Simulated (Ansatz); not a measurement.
Ba2Tl5V3O12:

```
Ba V Tl O
1.0
     6.65272    0.04946    0.02017
     2.86070    8.36464    0.00384
     2.68279    2.46936    9.19569
Ba V Tl O
2 3 5 12
Direct
  0.80419 0.04665 0.02264
  0.21205 0.95157 0.34012
  0.74540 0.70796 0.33582
  0.25963 0.26599 0.03225
  0.04074 0.07695 0.66106
  0.25636 0.39847 0.35003
  0.58966 0.34866 0.60553
  0.57327 0.88069 0.66842
  0.74552 0.49664 0.11648
  0.11891 0.64206 0.74303
  0.28433 0.09717 0.54175
  0.85350 0.49575 0.34386
  0.40255 0.20448 0.17282
  0.88414 0.05377 0.55967
  0.14017 0.47956 0.98899
  0.54627 0.73631 0.48712
  0.90594 0.24279 0.73262
  0.61543 0.80058 0.18857
  0.05538 0.16451 0.10164
  0.08209 0.90404 0.80708
  0.44178 0.20123 0.89187
  0.94269 0.80417 0.30862
```

The cell was built by a generator and needn't be a form met in nature.

| Item | Value |
| --- | --- |
| Program | Ansatz 0.2.0 |
| Task | relaxation of cell and atoms |
| Functional | BLYP |
| Potentials or basis | Ansatz PAW |
| Cutoff | 420 eV (not typed: the program's choice for these potentials) |
| k mesh | 3 × 3 × 2 |
| Occupations | fermi-dirac, width 0.05 eV |
| Spin | collinear spin, ferromagnetic start |
| Starting moments | [0.0, 0.0, 2.0, 2.0, 2.0, 0.0, 0.0, 0.0, 0.0, 0.0, 0.0, 0.0, 0.0, 0.0, 0.0, 0.0, 0.0, 0.0, 0.0, 0.0, 0.0, 0.0] μB |

At the start: volume 23.18 Å³/atom.

Task: Where does the relaxation end?

Result: It ends after 32 steps and the volume is 25.48 Å³/atom (+9.9 %); space group P1 (No. 1, to 0.05 Å); moment 0.00 μB per cell.

Step by step:
```
step  energy change (eV)  largest force (eV/Å)  volume (Å³)
   1              0.0000                0.2851       510.04
   2             -0.0694                0.1219       538.45
   3             -0.0750                0.0413       537.81
   4             -0.0711                0.1473       539.71
   5             -0.0753                0.0533       539.12
   6             -0.0727                0.0298       540.70
   7             -0.0731                0.0190       540.77
   8             -0.0737                0.0195       540.54
   9             -0.0727                0.0310       541.10
  10             -0.0724                0.0296       541.42
  11             -0.0717                0.0286       541.88
  12             -0.0709                0.0382       542.34
  13             -0.0694                0.0343       543.15
  14             -0.0696                0.0145       543.09
  15             -0.0702                0.0133       542.78
  16             -0.0693                0.0183       543.23
  17             -0.0690                0.0156       543.39
  18             -0.0691                0.0095       543.35
  19             -0.1702                0.0095       543.35
  20             -0.1611                0.0454       552.65
  21             -0.1551                0.0864       556.03
  22             -0.1556                0.0252       556.43
  23             -0.1552                0.0524       556.78
  24             -0.1553                0.0183       556.94
  25             -0.1550                0.0080       557.09
  26             -0.1911                0.0070       557.09
  27             -0.1877                0.0308       559.53
  28             -0.1870                0.0160       560.08
  29             -0.1860                0.0284       560.60
  30             -0.1860                0.0138       560.62
  31             -0.1863                0.0106       560.53
  32             -0.1941                0.0110       560.53
```

Final structure:
```cif
data_structure
_symmetry_space_group_name_H-M 'P 1'
_symmetry_Int_Tables_number 1
_cell_length_a 6.7074
_cell_length_b 9.3322
_cell_length_c 10.3460
_cell_angle_alpha 69.266
_cell_angle_beta 73.321
_cell_angle_gamma 70.563
_cell_volume 560.53
loop_
_atom_site_label
_atom_site_type_symbol
_atom_site_fract_x
_atom_site_fract_y
_atom_site_fract_z
_atom_site_occupancy
Ba1 Ba 0.79588 0.07325 0.00082 1
Ba2 Ba 0.22541 0.94766 0.33921 1
V1 V 0.76666 0.70940 0.34312 1
V2 V 0.23987 0.26836 0.03633 1
V3 V 0.03606 0.06474 0.65430 1
Tl1 Tl 0.24994 0.38093 0.35082 1
Tl2 Tl 0.58913 0.35064 0.59353 1
Tl3 Tl 0.59304 0.87244 0.65320 1
Tl4 Tl 0.71346 0.54572 0.12426 1
Tl5 Tl 0.14380 0.63521 0.76111 1
O1 O 0.28596 0.07591 0.54270 1
O2 O 0.84448 0.50792 0.34569 1
O3 O 0.38561 0.20538 0.17069 1
O4 O 0.88524 0.04514 0.55327 1
O5 O 0.09847 0.47024 0.00666 1
O6 O 0.55505 0.73656 0.48294 1
O7 O 0.90725 0.23037 0.71250 1
O8 O 0.65852 0.82103 0.19096 1
O9 O 0.06336 0.14787 0.09487 1
O10 O 0.05718 0.90525 0.80582 1
O11 O 0.42592 0.23738 0.89065 1
O12 O 0.97970 0.76859 0.34655 1
```

Caveat: the plane-wave basis is chosen anew once the cell has moved, so the energies of steps on either side of that aren't comparable; the pressure holds a Pulay correction of +0.3 GPa for the finite cutoff; the PAW data sets come from PBE, with cores solved anew for the run's functional, which leaves a small shift of forces and pressure; the starting moments weren't kept.
